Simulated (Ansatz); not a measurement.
Here is an Ansatz input file for BFH4Si2, SMILES FB1[SiH2][SiH2]1. Write the same calculation for the Python package.

```yaml
crystal:
  periodic: [false, false, false]
  atoms:
    - { symbol: F, position_ang: [1.947, -0.6958, 1.7609] }
    - { symbol: B, position_ang: [0.8632, -0.3048, 0.7998] }
    - { symbol: Si, position_ang: [-0.2261, 1.1177, -0.1796] }
    - { symbol: Si, position_ang: [-0.4771, -0.8712, -0.5152] }
    - { symbol: H, position_ang: [0.6514, 1.8252, -1.1524] }
    - { symbol: H, position_ang: [-1.0968, 1.8332, 0.7572] }
    - { symbol: H, position_ang: [0.0823, -1.4807, -1.7046] }
    - { symbol: H, position_ang: [-1.6518, -1.4807, 0.1782] }
basis:
  gaussian: { orbitals: "6-31G*" }
hamiltonian:
  xc: pbe0
  dispersion: d4
output:
  forces: true
```

On the command line:
```console
$ ansatz run input.yaml --threads 1 --pin off --max-ram 4096MiB --backend cpu --events-out ev --progress --plain --runs-dir out
Engine: ansatz 0.2.0, aarch64-unknown-linux-gnu
Functional definition: PBE0
  parameter a = 0.25
  parameter kappa = 0.804
  parameter beta = 0.06672455060314922
  exchange = (1 - a)*pbe_x(kappa = kappa, mu = beta*pi^2/3) + a*exact_x
  correlation = pbe_c(beta = beta)
725 factors; integrals over basis functions are off by at most 1.2e-3 eV
mean field evaluation 1: about -19198.2961 eV, gradient 2.4e1 eV
mean field evaluation 2: about -19197.6396 eV, gradient 3.4e1 eV
mean field evaluation 4: about -19199.5630 eV, gradient 1.1e0 eV
mean field evaluation 8: about -19199.7346 eV, gradient 1.9e-1 eV
mean field evaluation 16: about -19199.7347 eV, gradient 1.1e-5 eV
mean field -19199.73469903 eV, -705.5772361418 hartree, gradient 1.1e-5 eV, S^2 0.000000; 0 other end points of the search recorded, 0 dependent functions left out
the calculation of the forces begins
reference -19199.73472594 eV, -705.5772371306 hartree; 23, 23 occupied and 53, 53 virtual orbitals, 725 factors
Total energy: -19199.87882884 eV, -705.5825328145 hartree
Atom 0 at     1.947000    -0.695800     1.760900 Å, force    -3.659666     1.402736    -3.197205 eV/Å
Atom 1 at     0.863200    -0.304800     0.799800 Å, force     3.492861    -0.888880     2.918946 eV/Å
Atom 2 at    -0.226100     1.117700    -0.179600 Å, force     1.884483     4.830476     1.449588 eV/Å
Atom 3 at    -0.477100    -0.871200    -0.515200 Å, force    -0.940955    -5.560397     0.033476 eV/Å
Atom 4 at     0.651400     1.825200    -1.152400 Å, force    -0.216079     0.321301    -0.001320 eV/Å
Atom 5 at    -1.096800     1.833200     0.757200 Å, force    -0.427623     0.481437    -0.074517 eV/Å
Atom 6 at     0.082300    -1.480700    -1.704600 Å, force    -0.044890    -0.431571    -0.815993 eV/Å
Atom 7 at    -1.651800    -1.480700     0.178200 Å, force    -0.088131    -0.155101    -0.312974 eV/Å
Dipole moment:    -0.332595     0.103649    -0.306190 e Å
```

The script, `bfh4si2.py`:
```python
import sys

import ansatz as az
import numpy as np
import pandas as pd

molecule = (
    az.Crystal.molecule()
    .atom("F", (1.947, -0.6958, 1.7609))
    .atom("B", (0.8632, -0.3048, 0.7998))
    .atom("Si", (-0.2261, 1.1177, -0.1796))
    .atom("Si", (-0.4771, -0.8712, -0.5152))
    .atom("H", (0.6514, 1.8252, -1.1524))
    .atom("H", (-1.0968, 1.8332, 0.7572))
    .atom("H", (0.0823, -1.4807, -1.7046))
    .atom("H", (-1.6518, -1.4807, 0.1782))
)

base = (
    molecule.calculation()
    .basis(gaussian="6-31G*")
    .functional("pbe0", dispersion="d4")
    .forces()
)
try:
    report = base.run(threads=1).report
except az.AnsatzError as error:
    sys.exit(f"{type(error).__name__}: {error}")

for key in ("converged", "free_energy_ev", "reference_energy_ev", "n_frozen", "n_occupied", "n_virtual"):
    print(f"{key:22s} {report[key]}")

state = report["mean_field"]["state"]
print(f"mean field: {state['energy']['hartree']:.7f} Ha, <S^2> = {abs(state['spin_squared']):.4f}, stability: {state.get('stability', {}).get('kind')}")

symbols = [site.symbol for site in molecule.cartesian_sites]
forces = np.array(report["forces_ev_ang"])
print("largest force", round(float(np.linalg.norm(forces, axis=1).max()), 4), "eV/A, rms", round(float(np.sqrt((forces ** 2).mean())), 4))

charges = report["charge_distribution"]
table = pd.DataFrame({"atom": symbols, "mulliken": charges["mulliken_charges_e"], "lowdin": charges["lowdin_charges_e"]})
print(table.round(3).to_string())
print("dipole (e A):", np.round(charges["dipole_moment_e_ang"], 4) + 0.0)
```

```console
$ python bfh4si2.py
converged              True
free_energy_ev         -19199.87882883774
reference_energy_ev    -19199.734725938368
n_frozen               0
n_occupied             [23, 23]
n_virtual              [53, 53]
mean field: -705.5772371 Ha, <S^2> = 0.0000, stability: minimum
largest force 5.6396 eV/A, rms 2.1354
  atom  mulliken  lowdin
0    F    -0.305   0.007
1    B     0.316  -0.178
2   Si    -0.007   0.074
3   Si     0.023   0.082
4    H    -0.008   0.004
5    H    -0.002   0.005
6    H    -0.004   0.003
7    H    -0.013   0.003
dipole (e A): [-0.3326  0.1036 -0.3062]
```

Notes:
- Total energies depend on the basis set; only differences at equal settings carry meaning.
- The geometry is a force-field or estimated start, not a minimum of this method, and the basis set is short of its limit.
- The Löwdin charges here are taken after orthogonalising the functions within each atom; they differ from plain Löwdin charges, and their signs can be unphysical.
- Total less reference energy is the dispersion correction.
- Hardware and time: 3.6 s on 1 thread of Arm Neoverse V1 (shared host), peak memory 0.25 GiB.

(Lines on the test bed's own set-up are left out of the output.)
